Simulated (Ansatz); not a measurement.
# GaH3O: the cost of one run

All numbers below are computed with Ansatz 0.2.0 (RKS B3LYP-D4/def2-SVP).

1 further run of the same task is left out (it didn't finish).

### Step 1. The structure to begin with

Bond lengths: Ga1–O2 1.990 Å, O2–H3 1.010 Å, Ga1–H4 1.770 Å, Ga1–H5 1.570 Å. Angles: Ga1–O2–H3 71.1°, O2–Ga1–H4 42.6°, O2–Ga1–H5 160.0°, H4–Ga1–H5 157.4°.

As a file:

```xyz
5

Ga    0.0000    0.0000    0.0000
O     1.2796    0.0000    1.5240
H     0.3701   -0.2814    1.8612
H     1.7552    0.0000    0.2282
H    -1.3596    0.0000   -0.7850
```

### Step 2. Pulling towards end A

Springs on the bonds that form and break draw the guess towards this end; the thresholds are loose.

File input.yaml:

```yaml
crystal:
  periodic: [false, false, false]
  atoms:
    - { symbol: Ga, position_ang: [0.0, 0.0, 0.0] }
    - { symbol: O, position_ang: [1.2796, 0.0, 1.524] }
    - { symbol: H, position_ang: [0.3701, -0.2814, 1.8612] }
    - { symbol: H, position_ang: [1.7552, 0.0, 0.2282] }
    - { symbol: H, position_ang: [-1.3596, 0.0, -0.785] }
basis:
  gaussian: { orbitals: def2-SVP }
hamiltonian:
  xc: b3lyp
  dispersion: d4
relax:
  f_tol: 0.15
  max_steps: 25
  restrain:
    - { distance: [1, 3], at: 2.21, k: 30.0 }
    - { distance: [0, 1], at: 1.79, k: 30.0 }
    - { distance: [0, 3], at: 1.57, k: 30.0 }
output:
  orbitals: {}
```

Started as:

```
ansatz run input.yaml --threads 1 --pin off --max-ram 2048MiB --backend cpu --events-out ev --progress --plain --runs-dir out
```

What time and memory should one allow on 1 thread of Arm Neoverse V1, shared host?

About 16 s, with a peak of 0.11 GiB.
